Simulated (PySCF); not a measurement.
# A diatomic session: KLi+

An exercise on one series of results from a longer session: the logs are not shown, and one member is left open.

Method: K aug-pcseg-1, Li aug-pcseg-1, no relativity; program: PySCF 2.14.0.

Set-up of the first run:

A driver script around PySCF takes these settings:

```yaml
atoms: K, Li
charge: 1
basis: K aug-pcseg-1, Li aug-pcseg-1
Hamiltonian: no relativity
basis_functions: 46
electrons_treated: 21
masses_in_u: 38.9637, 7.0160
levels: PBE0, PBE, r²SCAN, r²SCAN0, BLYP, B97-3, ωB97X, HF, MP2, SCS-MP2, CCSD, CCSD(T)
grid: 80 radial by 434 angular points
occupations: held fixed by the projection of orbital angular momentum
dissociation_limit: K+ + Li, each in its ground configuration
starting_distance_in_angstrom: 3.330
values_of_2S_to_try: 1, 3
```

On the command line:

```bash
$ OMP_NUM_THREADS=1 python dia.py task.json out
```

Among the steps run: Set-up; The PBE0 curve of the state that the search chose; PBE (GGA); r²SCAN (meta-GGA); r²SCAN0; BLYP; B97-3 (global hybrid GGA); ωB97X (range-separated hybrid); UHF (mean field); Adding correlation.

One of the session's tables, all rows but one given; the rest of the session is left out.

```
      level  Re (Å)  ωe (cm⁻¹)  De (eV)
        UHF   4.026      139.9    0.463
    UHF-MP2   3.946      146.7     0.52
UHF-SCS-MP2   3.956      145.7     0.51
   UHF-CCSD   3.944      146.5     0.52
UHF-CCSD(T)   3.942      146.8     0.52
        PBE   3.876      138.9     0.58
       BLYP   3.881      133.8     0.56
     r²SCAN   3.859      146.9     0.57
       PBE0       ?          ?        ?
    r²SCAN0   3.847      149.6     0.57
      B97-3   3.961      138.7    0.481
      ωB97X   3.985      142.4    0.492
```

**Question.** Estimate the row for PBE0.

The run gave: Re (Å): 3.877; ωe (cm⁻¹): 143.7; De (eV): 0.56. In the column «Re (Å)» it lies between PBE (3.876) and BLYP (3.881).

De is counted to K+ + Li in their ground configurations.
